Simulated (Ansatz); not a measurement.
# UB3LYP/STO-3G run of BNH2 (SMILES B[N])

Aim: the electronic atomisation energy of BNH2 at UB3LYP/STO-3G, from 4 runs. 

The results are computed with Ansatz 0.2.0.

50 further runs of the same task are left out: 50 set aside as unsound or not needed.

### 1 The structure to begin with

BNH2: 4 atoms, total charge 0, spin state triplet. SMILES: `B[N]`. Geometry: relaxed at GFN2-xTB.

Bond lengths: B1–N2 1.312 Å, B1–H3 1.184 Å, B1–H4 1.184 Å. Angles: N2–B1–H3 118.7°, N2–B1–H4 118.7°, H3–B1–H4 122.6°.

### 2 The energy at UB3LYP/STO-3G

Contents of job.yaml:

```yaml
crystal:
  periodic: [false, false, false]
  atoms:
    - symbol: B
      position_ang: [-0.035750, 0.006580, -0.023930]
    - symbol: N
      position_ang: [1.041780, -0.191660, 0.697680]
    - symbol: H
      position_ang: [-1.056920, -0.473990, 0.334600]
    - symbol: H
      position_ang: [0.050890, 0.659060, -1.008340]
basis:
  gaussian:
    orbitals: STO-3G
magnetization:
  spin_polarized: true
  initial_magnetization: 2
hamiltonian:
  xc: {name: B3LYP}
accuracy: high
```

Run with:

```
$ ansatz run job.yaml --threads 1 --pin off --max-ram 2610MiB --events-out events.jsonl --progress --plain --runs-dir runs
```

Standard output:

```text
Warning: RAYON_NUM_THREADS=1 ignored (pool sized by the plan → 1); use --threads N
Functional definition: B3LYP
  name "B3LYP"
  parameter a0 = 0.2
  parameter ax = 0.72
  parameter ac = 0.81
  exchange = (1 - a0 - ax)*slater_x + ax*b88_x + a0*exact_x
  correlation = (1 - ac)*vwn_rpa_c + ac*lyp_c
188 factors; integrals over basis functions are off by at most 8.2e-9 eV
mean field evaluation 1: about -2166.2378 eV, gradient 6.5e0 eV
mean field evaluation 2: about -2166.3908 eV, gradient 5.4e0 eV
mean field evaluation 4: about -2166.5848 eV, gradient 1.5e-1 eV
mean field evaluation 8: about -2166.5610 eV, gradient 3.9e-4 eV
mean field evaluation 16: about -2166.5609 eV, gradient 5.8e-6 eV
mean field -2166.56094986 eV, -79.6196463596 hartree, gradient 9.9e-8 eV, S^2 2.002030; 2 other end points of the search recorded, 0 dependent functions left out
reference -2166.56097116 eV, -79.6196471425 hartree; 8, 6 occupied and 4, 6 virtual orbitals, 188 factors
Total energy: -2166.56097116 eV, -79.6196471425 hartree
```

Wall time 1.2 s (1 thread of Arm Neoverse V1, shared host); peak memory 0.1 GiB.

### 3 The B atom, same level

Contents of in.yaml:

```yaml
crystal:
  periodic: [false, false, false]
  atoms:
    - {symbol: B, position_ang: [0.000000, 0.000000, 0.000000]}
basis:
  gaussian:
    orbitals: STO-3G
total_charge: 0
magnetization:
  spin_polarized: true
  initial_magnetization: 1
hamiltonian:
  xc: {name: B3LYP}
accuracy: high
```

Run the same way, it converges to -24.28154 Eh (log not shown).

### 4 The H atom, same level

Contents of molecule.yaml:

```yaml
crystal:
  periodic: [false, false, false]
  atoms:
    - symbol: H
      position_ang: [0.000000, 0.000000, 0.000000]
basis:
  gaussian:
    orbitals: STO-3G
magnetization:
  spin_polarized: true
  initial_magnetization: 1
hamiltonian:
  xc: {name: B3LYP}
accuracy: high
```

Run with:

```
$ ansatz run molecule.yaml --threads 1 --pin off --max-ram 2610MiB --events-out events.jsonl --progress --plain --runs-dir runs
```

Standard output:

```text
Warning: RAYON_NUM_THREADS=1 ignored (pool sized by the plan → 1); use --threads N
Functional definition: B3LYP
  name "B3LYP"
  parameter a0 = 0.2
  parameter ax = 0.72
  parameter ac = 0.81
  exchange = (1 - a0 - ax)*slater_x + ax*b88_x + a0*exact_x
  correlation = (1 - ac)*vwn_rpa_c + ac*lyp_c
1 factors; integrals over basis functions are off by at most 4.6e-10 eV
mean field evaluation 1: about -12.7222 eV, gradient 0.0e0 eV
mean field evaluation 2: about -12.7222 eV, gradient 0.0e0 eV
mean field -12.72219657 eV, -0.4675321004 hartree, gradient 0.0e0 eV, S^2 0.750000; 0 other end points of the search recorded, 0 dependent functions left out
reference -12.72220983 eV, -0.4675325880 hartree; 1, 0 occupied and 0, 1 virtual orbitals, 1 factors
Total energy: -12.72220983 eV, -0.4675325880 hartree
```

Wall time 0.08 s (1 thread of Arm Neoverse V1, shared host).

### 5 The N atom at the same level

Contents of job.yaml:

```yaml
basis:
  gaussian: {orbitals: STO-3G}
crystal:
  periodic: [false, false, false]
  atoms:
    - {symbol: "N", position_ang: [0.000000, 0.000000, 0.000000]}
magnetization: {spin_polarized: true, initial_magnetization: 3}
hamiltonian: {xc: {name: B3LYP}}
accuracy: high
```

Run the same way, it converges to -53.88620 Eh (log not shown).

### 6 What came out

At UB3LYP/STO-3G:

```
                     quantity         value
       molecule: total energy  -79.61965 Eh
               molecule: ⟨S²⟩         2.002
         B atom: total energy  -24.28154 Eh
                 B atom: ⟨S²⟩         0.750
         H atom: total energy   -0.46753 Eh
                 H atom: ⟨S²⟩         0.750
         N atom: total energy  -53.88620 Eh
                 N atom: ⟨S²⟩         3.750
electronic atomisation energy     14.064 eV
```

Taking the molecule apart into free atoms costs 14.06 eV (1357 kJ/mol), before zero-point energy and without spin-orbit coupling. In a minimal basis such a difference can be off by several eV, whatever the method.
